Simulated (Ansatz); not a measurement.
**SnTe2: the cell at several levels of theory**

The task here is to estimate one member of a computed series from the others.

The runs shown are made with Ansatz 0.2.0. PAW datasets, plane waves, zero pressure. Computed, not measured; no magnetism was allowed, and the structure may never have been made.

1 further run of the same task is left out (for a known fault of the program).

## The cell

Space group P4_2/mnm (No. 136), tetragonal; a = 6.874 Å, c = 4.537 Å in the conventional setting, 35.74 Å³ an atom. Around Sn lie 6 Te at 2.96–2.97 Å; around Te lie 3 Sn at 2.96–2.97 Å.

Structure file:

```cif
data_structure
_symmetry_space_group_name_H-M 'P4_2/mnm'
_symmetry_Int_Tables_number 136
_cell_length_a 6.8745
_cell_length_b 6.8745
_cell_length_c 4.5372
_cell_angle_alpha 90.000
_cell_angle_beta 90.000
_cell_angle_gamma 90.000
_cell_volume 214.42
loop_
_atom_site_label
_atom_site_type_symbol
_atom_site_symmetry_multiplicity
_atom_site_Wyckoff_symbol
_atom_site_fract_x
_atom_site_fract_y
_atom_site_fract_z
_atom_site_occupancy
Sn1 Sn 2 a 0.00000 0.00000 0.00000 1
Te1 Te 4 f 0.30500 0.30500 0.00000 1
```

The first run:

input.yaml

```yaml
crystal:
  lattice:
    - [6.87447394, 0.0, 0.0]
    - [0.0, 6.87447394, 0.0]
    - [0.0, 0.0, 4.5371528004]
  atoms:
    - { symbol: Sn, position: [0.0, 0.0, 0.0] }
    - { symbol: Sn, position: [0.5, 0.5, 0.5] }
    - { symbol: Te, position: [0.305, 0.305, 0.0] }
    - { symbol: Te, position: [0.195, 0.805, 0.5] }
    - { symbol: Te, position: [0.805, 0.195, 0.5] }
    - { symbol: Te, position: [0.695, 0.695, 0.0] }
kpoints:
  mp_grid: { grid: [4, 4, 6] }
hamiltonian:
  xc: pbe
scf:
  occupations: { method: fermi_dirac, width: 0.02 }
relax:
  f_tol: 0.005
  cell: {}
```

On the command line:

```bash
$ ansatz run input.yaml --threads 2 --pin off --max-ram 29491MiB --backend cpu --events-out ev --progress --plain --runs-dir out
```

Among the steps run: Relaxing with PBE; Relaxation with r2SCAN; PBEsol: cell and atoms; LDA: cell and atoms.

One table of the session follows, with a row left open; its other results are not shown here.

| level | a (Å) | c (Å) | volume (Å³/atom) |
| --- | --- | --- | --- |
| PBE | 7.007 | 4.475 | 36.616 |
| r2SCAN | ? | ? | ? |
| PBEsol | 6.883 | 4.392 | 34.681 |
| LDA | 6.830 | 4.351 | 33.826 |

Q: Estimate the row for r2SCAN from the others.

**Answer.** a (Å): 6.959; c (Å): 4.418; volume (Å³/atom): 35.654. In the column «a (Å)» it lies between PBEsol (6.883) and PBE (7.007).

**Reading.** The first relaxation changed the volume by +2.5 % from the start. LDA gives the smallest cell and PBE the largest; they differ by 8.2 % in volume, a mean of 2.7 % in length.
